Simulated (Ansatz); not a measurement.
Task: a ladder of methods at one geometry of FH5O2Si2, SMILES O[SiH](O)[SiH2]F, with Ansatz's Python interface. Give the script and its output. Use (for the species named): LDA, def2-SVP basis, multiplicity 1. The script varies functional: lda, pbe, lc_wpbe, revpbe.

```xyz
10

O    -1.2390   -1.1497    1.0003
Si    0.1980   -0.5866    0.4703
O     0.7286   -1.7246   -0.6081
Si    0.1765    1.5794   -0.4845
F    -1.0628    1.6051   -1.6030
H    -1.9805   -1.1216    0.3071
H     1.1468   -0.5849    1.6369
H     0.9270   -2.5946   -0.2247
H    -0.2091    2.5943    0.6101
H     1.3975    1.9322   -1.1014
```

Script `fh5o2si2_methods.py`:
```python
from pathlib import Path

import ansatz as az
import numpy as np


def main() -> None:
    geometry_ang = [
        ("O", (-1.239, -1.1497, 1.0003)),
        ("Si", (0.198, -0.5866, 0.4703)),
        ("O", (0.7286, -1.7246, -0.6081)),
        ("Si", (0.1765, 1.5794, -0.4845)),
        ("F", (-1.0628, 1.6051, -1.603)),
        ("H", (-1.9805, -1.1216, 0.3071)),
        ("H", (1.1468, -0.5849, 1.6369)),
        ("H", (0.927, -2.5946, -0.2247)),
        ("H", (-0.2091, 2.5943, 0.6101)),
        ("H", (1.3975, 1.9322, -1.1014)),
    ]
    geometry = az.Crystal.molecule()
    for symbol, xyz in geometry_ang:
        geometry = geometry.atom(symbol, xyz)

    model = geometry.calculation().basis(gaussian="def2-SVP")

    print("functional    E (Ha)        dipole (D)   HOMO (eV)  LUMO (eV)")
    for name in ["lda", "pbe", "lc_wpbe", "revpbe"]:
        summary = model.functional(name).forces().orbitals().run(threads=1, runs_dir="runs").report
        lines = Path(summary["orbitals_path"]).read_text().splitlines()
        field_of = lambda key: [line.split("=")[1].strip() for line in lines if line.startswith(key)]
        orbitals = [(27.211386 * float(e), s, float(n)) for e, s, n in zip(field_of("Ene="), field_of("Spin="), field_of("Occup="))]
        homo = max(e for e, _, n in orbitals if n > 0.5)
        lumo = min(e for e, _, n in orbitals if n < 0.5)
        dipole = 4.803205 * np.linalg.norm(summary["charge_distribution"]["dipole_moment_e_ang"])
        print(f"{name:10s} {summary['free_energy_ev'] / 27.211386246:14.6f} {dipole:9.3f} {homo:11.3f} {lumo:10.3f}")


if __name__ == "__main__":
    main()
```

```console
$ python fh5o2si2_methods.py
functional    E (Ha)        dipole (D)   HOMO (eV)  LUMO (eV)
lda           -827.958691     1.098      -6.617     -1.654
pbe           -831.459760     1.041      -6.564     -1.422
lc_wpbe       -831.698827     1.075     -10.525      1.707
revpbe        -831.808965     1.024      -6.541     -1.317
```

What to keep in mind:
- Total energies depend on the basis set; only differences at equal settings carry meaning.
- The geometry is a force-field or estimated start, not a minimum of this method, and the basis set is short of its limit. A lower total doesn't mark the better method: functionals have no common bound, and MP2 and coupled cluster aren't variational.
- Levels such as HOMO and LUMO are orbital energies: with these approximate functionals they aren't the ionisation energy and electron affinity, and their gap isn't the fundamental gap.
- Finished in 10 s on 1 thread of Arm Neoverse V2 (shared host), peak memory 0.25 GiB.
